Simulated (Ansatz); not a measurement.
# RuC4: the cost of one run

Method: DFT PBE, scalar-relativistic, plane waves, PAW, in Ansatz 0.2.0.

## Step 1: The starting structure

The structure is tetragonal, space group I4/m (No. 87). Conventional cell: a = 5.764 Å, b = 5.764 Å, c = 3.488 Å, α = 90.00°, β = 90.00°, γ = 90.00°. Around Ru (site symmetry 4/m) lie 12 C at 2.50 to 2.57 Å. Around C (site symmetry m) lie 9 C at 2.47 to 2.68 Å and 3 Ru at 2.50 to 2.57 Å.

As a file:

```xyz
5
Lattice="-2.8820 2.8820 1.7441 2.8820 -2.8820 1.7441 2.8820 2.8820 -1.7441" Properties=species:S:1:pos:R:3 pbc="T T T"
Ru    0.0000    0.0000    0.0000
C     0.6045    1.6881    1.7441
C     2.2776    1.1940    0.0000
C     1.6881   -0.6045    1.7441
C     1.1940    3.4865    0.0000
```

A structure generator made this guess: species swapped into a database cell of TiAu4 (I4/m, No. 87), with Ru on the Ti sites and C on the Au sites. The dimensions are guesses.

## Step 2: Probe: one point on a coarse mesh

The input, input.yaml:

```yaml
crystal:
  lattice:
    - [-2.88202792, 2.88202792, 1.74411717]
    - [2.88202792, -2.88202792, 1.74411717]
    - [2.88202792, 2.88202792, -1.74411717]
  atoms:
    - { symbol: Ru, position: [0.0, 0.0, 0.0] }
    - { symbol: C, position: [0.79286142, 0.60486706, 0.39772847] }
    - { symbol: C, position: [0.20713858, 0.39513294, 0.60227153] }
    - { symbol: C, position: [0.39513294, 0.79286142, 0.18799436] }
    - { symbol: C, position: [0.60486706, 0.20713858, 0.81200564] }
basis:
  ecutwfc: 420
kpoints:
  mp_grid: { grid: [6, 6, 6] }
hamiltonian:
  xc: pbe
scf:
  occupations: { method: gaussian, width: 0.1 }
  lower_state_search: "off"
output:
  forces: true
  stress: true
  eigenvalues: true
```

Launch:

```bash
$ ansatz run input.yaml --threads 1 --pin off --max-ram 2560MiB --backend cpu --events-out ev --progress --plain --runs-dir out
```

Q: Estimate wall time and peak memory on 1 thread of Intel Xeon at 2.50GHz (Skylake/Cascade Lake), shared host.

About 4.6 s, with a peak of 0.35 GiB.
